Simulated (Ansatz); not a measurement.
Runs of Ansatz 0.2.0 on BiTe. Symmetry: R-3m, No. 166, trigonal system. The conventional cell has a = 4.845 Å, b = 4.845 Å, c = 9.952 Å, α = 90.00°, β = 90.00°, γ = 120.00°. Around Bi (site symmetry -3m) lie 6 Te at 3.25 Å. Te (site symmetry -3m) has 6 Bi at 3.25 Å as nearest neighbours. The cell comes from a database or a generator and needn't be the stable form of this composition.

```tsv
task	level	potentials or basis	cell	cutoff (eV)	V0 of scaled cells (Å³/atom)	B0 (GPa)
equation of state	PBE	Ansatz PAW	as given	420	33.83	48
equation of state	PBE	PseudoDojo stringent	as given	1450	33.84	48
equation of state	PBE	JTH PAW	as given	1800	33.78	48
equation of state	PBE	SPMS NC	as given	680	(a)	48
```

Alike in all rows: no spin polarisation; k mesh 7 × 7 × 7; smearing fermi-dirac 0.05 eV.

Question: Estimate the missing entries.

Answer: (a) 33.87.

Caveats: the cell was scaled at fixed shape and fractional positions, which overstates the stiffness of a crystal with free parameters, most of all of layers and chains.
